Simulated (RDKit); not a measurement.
# MMFF94 run of CH2ClFOSi (SMILES F[Si]1(Cl)CO1)

Aim: a geometry optimisation of CH2ClFOSi. The job is set up through a Python script.

The calculation is run with RDKit 2026.09.1.

1 further run of the same task is left out (set aside as unsound or not needed).

## Step 1: Starting point

CH2ClFOSi has 7 atoms, charge 0, and is taken as a singlet. As SMILES, `F[Si]1(Cl)CO1`. The shape is that of a GFN2-xTB optimisation. The run starts from this shape.

Bond lengths: F1–Si2 1.602 Å, Si2–Cl3 1.969 Å, Si2–C4 1.833 Å, Si2–O5 1.629 Å, C4–O5 1.502 Å, C4–H6 1.080 Å, C4–H7 1.080 Å. Some angles: F1–Si2–Cl3 109.7°, F1–Si2–C4 116.9°, F1–Si2–O5 114.3°, Cl3–Si2–C4 130.1°, Cl3–Si2–O5 122.0°, C4–Si2–O5 51.0°, Si2–C4–O5 57.4°, Si2–O5–C4 71.6°, Si2–C4–H6 122.1°, Si2–C4–H7 122.7°.

## Step 2: A structure relaxation at MMFF94

Contents of mol.sdf:

```

     RDKit          3D

  7  7  0  0  0  0  0  0  0  0999 V2000
    0.2904   -1.3482    1.6038 F   0  0  0  0  0  0  0  0  0  0  0  0
   -0.2343   -0.7517    0.2126 Si  0  0  1  0  0  4  0  0  0  0  0  0
   -1.6851   -1.8827   -0.4899 Cl  0  0  0  0  0  0  0  0  0  0  0  0
    0.1853    0.9948   -0.1533 C   0  0  0  0  0  0  0  0  0  0  0  0
    0.9397   -0.1591   -0.7483 O   0  0  0  0  0  0  0  0  0  0  0  0
    0.8203    1.5799    0.4952 H   0  0  0  0  0  0  0  0  0  0  0  0
   -0.3164    1.5670   -0.9200 H   0  0  0  0  0  0  0  0  0  0  0  0
  2  1  1  1
  3  2  1  0
  4  2  1  0
  5  4  1  0
  5  2  1  0
  6  4  1  0
  7  4  1  0
M  END
$$$$
```

Contents of job.py:

```python
# MMFF94 minimise with RDKit
import json
import numpy as np
from rdkit import Chem
from rdkit.Chem import AllChem

m = Chem.MolFromMolFile("mol.sdf", removeHs=False)
symbols = [a.GetSymbol() for a in m.GetAtoms()]
start = m.GetConformer().GetPositions().copy()

props = AllChem.MMFFGetMoleculeProperties(m, mmffVariant="MMFF94")
ff = AllChem.MMFFGetMoleculeForceField(m, props)
e0 = ff.CalcEnergy()
print(f"start   E = {e0:.5f} kcal/mol")
path, flag, n = [], 1, 0
while flag and n < 2000:
    flag = ff.Minimize(maxIts=50, forceTol=0.0001)
    n += 50
    path.append((n, ff.CalcEnergy(), m.GetConformer().GetPositions().tolist()))
    print(f"{n:5d}   E = {path[-1][1]:.5f} kcal/mol")
print("converged" if flag == 0 else "iteration limit reached")
final = m.GetConformer().GetPositions()
for a, p in zip(symbols, final):
    print(f"{a:<2} {p[0]:11.5f} {p[1]:11.5f} {p[2]:11.5f}")
print(f"energy gained {e0 - path[-1][1]:.4f} kcal/mol")
json.dump(dict(symbols=symbols, start=start.tolist(), start_energy=e0, energy=path[-1][1], final=final.tolist(), path=path, success=flag == 0), open("results.json", "w"))
```

The run is started by

```
$ python job.py
```

What values should one expect? Wanted: steric energy.

Computed results:

Level: MMFF94.

```
                      quantity        value
steric energy (arbitrary zero)  -0.00403 Eh
```

In words: At the final geometry: Bond lengths: F1–Si2 1.588 Å, Si2–Cl3 2.020 Å, Si2–C4 1.816 Å, Si2–O5 1.658 Å, C4–O5 1.420 Å, C4–H6 1.080 Å, C4–H7 1.080 Å. Some angles: F1–Si2–Cl3 117.5°, F1–Si2–C4 119.6°, F1–Si2–O5 107.2°, Cl3–Si2–C4 121.7°, Cl3–Si2–O5 104.4°, C4–Si2–O5 48.0°, Si2–C4–O5 60.2°, Si2–O5–C4 71.8°, Si2–C4–H6 116.9°, Si2–C4–H7 117.2°.
